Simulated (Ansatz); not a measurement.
This script drives Ansatz's Python interface.

Contents of `h8n2p2si.xyz`:
```text
13

N    -1.82600    0.67140   -0.86320
P    -1.80160   -0.38500    0.42660
Si    0.34960   -0.71750    0.75680
N     1.13450   -0.65080   -0.78980
P     1.25990    0.97830    1.81520
H    -1.33610    0.45430   -1.69500
H    -1.54930    1.65980   -0.61320
H    -2.03990   -1.56800   -0.27190
H     0.66730   -2.01610    1.41940
H     0.61670   -1.36580   -1.34260
H     0.83830    0.23760   -1.18550
H     2.63100    0.69760    1.57050
H     1.07620    1.96950    0.78750
```

`opt_h8n2p2si.py`:
```python
"""Minimum-energy structure of H8N2P2Si."""

import ansatz as az
import numpy as np

mol = az.Crystal.molecule_from_extxyz("h8n2p2si.xyz")

calculation = (
    mol.calculation()
    .basis(gaussian="def2-SVP")
    .functional("b3lyp")
)
symbols = [site.symbol for site in mol.cartesian_sites]
start = np.array([site.position_ang for site in mol.cartesian_sites], dtype=float)
def progress(event):
    if event["event"] == "relax_step":
        row = event["data"]
        print(f"step {row['step']:3d}  E = {row['lagrangian_ev']:.6f} eV  max force {row['allowed_force_max_ev_ang']:.4f} eV/A")


rep = calculation.relax(force_tolerance=0.005, max_steps=100).session().plan().execute(on_event=progress).report
end = np.array(rep["positions_ang"])

print("reference energy %16.6f eV" % rep["reference_energy_ev"])
print("total energy     %16.6f eV" % rep["free_energy_ev"])
print("occupied (up, down):", rep["n_occupied"], " virtual:", rep["n_virtual"], " frozen:", rep["n_frozen"])

print("bond        before    after (A)")
for i, j in [(0, 1), (0, 5), (0, 6), (1, 2), (1, 7), (2, 3), (2, 4), (2, 8), (3, 9), (3, 10), (4, 11), (4, 12)]:
    d0, d1 = (np.linalg.norm(xyz[i] - xyz[j]) for xyz in (start, end))
    print(f"{symbols[i]}{i}-{symbols[j]}{j}".ljust(10), f"{d0:8.4f} {d1:8.4f}")
with open("h8n2p2si_opt.xyz", "w") as handle:
    handle.write(f"{len(symbols)}\nrelaxed H8N2P2Si\n")
    handle.writelines(f"{s:2s} {x:11.6f} {y:11.6f} {z:11.6f}\n" for s, (x, y, z) in zip(symbols, end))
```

It is started by `python opt_h8n2p2si.py`. Estimate its wall time and peak memory on 1 thread of Arm Neoverse V2, with other jobs on the host.

It took about 3.6 min, with a peak of 0.37 GiB, for 1 run of the engine.

```console
$ python opt_h8n2p2si.py
step   1  E = -29556.514240 eV  max force 3.2972 eV/A
step   2  E = -29557.030245 eV  max force 1.7007 eV/A
step   3  E = -29557.166079 eV  max force 0.7006 eV/A
step   4  E = -29557.211557 eV  max force 0.5501 eV/A
step   5  E = -29557.250153 eV  max force 0.4826 eV/A
step   6  E = -29557.278816 eV  max force 0.2474 eV/A
step   7  E = -29557.179652 eV  max force 0.8376 eV/A
step   8  E = -29557.299847 eV  max force 0.1051 eV/A
step   9  E = -29557.283575 eV  max force 0.3404 eV/A
step  10  E = -29557.306476 eV  max force 0.0602 eV/A
step  11  E = -29557.310066 eV  max force 0.0642 eV/A
step  12  E = -29557.312729 eV  max force 0.2227 eV/A
step  13  E = -29557.312978 eV  max force 0.4669 eV/A
step  14  E = -29557.318768 eV  max force 0.1114 eV/A
step  15  E = -29557.293582 eV  max force 0.9607 eV/A
step  16  E = -29557.331706 eV  max force 0.2601 eV/A
step  17  E = -29557.341008 eV  max force 0.0834 eV/A
step  18  E = -29557.344530 eV  max force 0.1095 eV/A
step  19  E = -29557.346584 eV  max force 0.0333 eV/A
step  20  E = -29557.346452 eV  max force 0.0668 eV/A
step  21  E = -29557.347197 eV  max force 0.0230 eV/A
step  22  E = -29557.347286 eV  max force 0.0296 eV/A
step  23  E = -29557.347353 eV  max force 0.0256 eV/A
step  24  E = -29557.347410 eV  max force 0.0300 eV/A
step  25  E = -29557.347466 eV  max force 0.0211 eV/A
step  26  E = -29557.347479 eV  max force 0.0132 eV/A
step  27  E = -29557.347488 eV  max force 0.0053 eV/A
step  28  E = -29557.347490 eV  max force 0.0056 eV/A
step  29  E = -29557.347492 eV  max force 0.0027 eV/A
reference energy    -29557.347777 eV
total energy        -29557.347777 eV
occupied (up, down): [33, 33]  virtual: [89, 89]  frozen: 0
bond        before    after (A)
N0-P1        1.6674   1.7386
N0-H5        0.9895   1.0217
N0-H6        1.0564   1.0170
P1-Si2       2.2016   2.2912
P1-H7        1.3943   1.4350
Si2-N3       1.7357   1.7525
Si2-P4       2.1965   2.2823
Si2-H8       1.4921   1.4998
N3-H9        1.0416   1.0185
N3-H10       1.0166   1.0169
P4-H11       1.4208   1.4321
P4-H12       1.4396   1.4311
```

File `h8n2p2si_opt.xyz` afterwards:
```text
13
relaxed H8N2P2Si
N    -1.962037    0.723035   -0.852496
P    -1.918116   -0.322193    0.536181
Si    0.340507   -0.687430    0.658296
N     0.961732   -0.643874   -0.979798
P     1.283401    0.991256    1.883886
H    -1.135242    0.696857   -1.452152
H    -2.193840    1.683103   -0.609992
H    -2.163839   -1.582124   -0.105219
H     0.604267   -1.962121    1.403190
H     0.750220   -1.418816   -1.605936
H     1.910583   -0.314800   -1.139509
H     2.599281    0.802574    1.351184
H     0.943683    1.999833    0.927162
```

Total energies depend on the basis set; only differences at equal settings carry meaning. The end point is the stationary point reached from this start; no frequency run checks that it is a minimum, and the basis set is modest. b3lyp holds the VWN-RPA fit, as in Gaussian; the form of ORCA and Turbomole is b3lyp5.

(Lines on the test bed's own set-up are left out of the output.)
